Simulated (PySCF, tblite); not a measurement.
# C3H9ClOSi2: geometry, infrared bands and NMR shifts

What infrared bands and NMR shifts should C3H9ClOSi2 (`C=C[Si@@H](OC)[SiH2]Cl`) show?

Computed with tblite 0.8.0 and PySCF 2.14.0, with density-fitted response routines of our own, on a single molecule in the gas phase. Atoms are numbered from 0 throughout.

## Step 1: The starting structure

16 atoms, charge 0, multiplicity 1; geometry from: force field or distance geometry start.

Bonds of the start (Å): C0–C1 1.33, C1–Si2 1.84, Si2–O3 1.68, O3–C4 1.41, Si2–Si5 2.32, Si5–Cl6 2.06, C0–H7 1.08, C0–H8 1.08, C1–H9 1.09, Si2–H10 1.49, C4–H11 1.10, C4–H12 1.10, C4–H13 1.09, Si5–H14 1.48, Si5–H15 1.50.

## Step 2: Optimising the geometry with GFN2-xTB

What the job is given:

```
{"job": {"kind": "relax", "xc": "GFN2-xTB", "basis": "xTB"}, "charge": 0, "multiplicity": 1}
C      1.528100    -0.084500    -1.819600
C      1.419100     0.376800    -0.571600
Si    -0.027900     0.207200     0.553400
O     -1.422800    -0.171400    -0.309600
C     -2.102700     0.853700    -0.989600
Si     0.385400    -1.374100     2.202700
Cl     2.066300    -0.853500     3.271500
H      0.712500    -0.603600    -2.308100
H      2.435100     0.063900    -2.391600
H      2.259700     0.892800    -0.108600
H     -0.265700     1.530200     1.190800
H     -1.469000     1.301700    -1.765900
H     -2.468000     1.627600    -0.296800
H     -2.967100     0.414100    -1.496900
H      0.643200    -2.715400     1.633700
H     -0.733600    -1.456300     3.194800
```

Launch:

```
$ OMP_NUM_THREADS=1 python probes_run.py task.json out
```

The driver reads the jobs from task.json and runs them one after another.

**Question.** This job is followed by: GFN2-xTB harmonic vibrations, gas phase; GIAO PBE0/pcSseg-1 NMR shielding, non-relativistic, gas phase. What will the session give for the following? strongest single infrared mode (GFN2-xTB); zero-point energy (GFN2-xTB); 13C shifts against TMS (PBE0/pcSseg-1); 1H shifts against TMS (PBE0/pcSseg-1, means over atoms taken as alike); 29Si shifts against TMS (PBE0/pcSseg-1); 17O shifts against H2O (PBE0/pcSseg-1); 35Cl shifts against HCl (PBE0/pcSseg-1).

As calculated:

| quantity | value |
| --- | --- |
| strongest single infrared mode (GFN2-xTB) | 642 cm⁻¹, 652 km/mol |
| zero-point energy (GFN2-xTB) | 68.4 kcal/mol |
| 13C shifts against TMS (PBE0/pcSseg-1) | 143.3, 141.7, 53.3 ppm |
| 1H shifts against TMS (PBE0/pcSseg-1, means over atoms taken as alike) | 6.64, 6.36, 6.28, 5.48, 5.23, 5.17, 3.75 ppm |
| 29Si shifts against TMS (PBE0/pcSseg-1) | -21.7, -39.1 ppm |
| 17O shifts against H2O (PBE0/pcSseg-1) | -7.5 ppm |
| 35Cl shifts against HCl (PBE0/pcSseg-1) | -124 ppm |

Over 74 steps the energy fell by 0.250 eV; of the close pairs, Si2–O3 changed most, 1.683 to 1.628 Å. No mode is imaginary among the 42: a minimum at this level. The strongest single mode, at 642 cm⁻¹, has its largest shares on H10, H15 and H14 (the list is cut at 3 atoms). Unscaled tight-binding wavenumbers are off by several per cent, some by more. Its intensities can rank the bands wrongly. The most deshielded carbon is C0 (terminal =CH2 carbon), at 143.3 ppm: as expected for a trigonal carbon in a double bond. At PBE0/pcSseg-1: Shielding is most anisotropic at C0 (span 257 ppm, paramagnetic term -212 ppm).
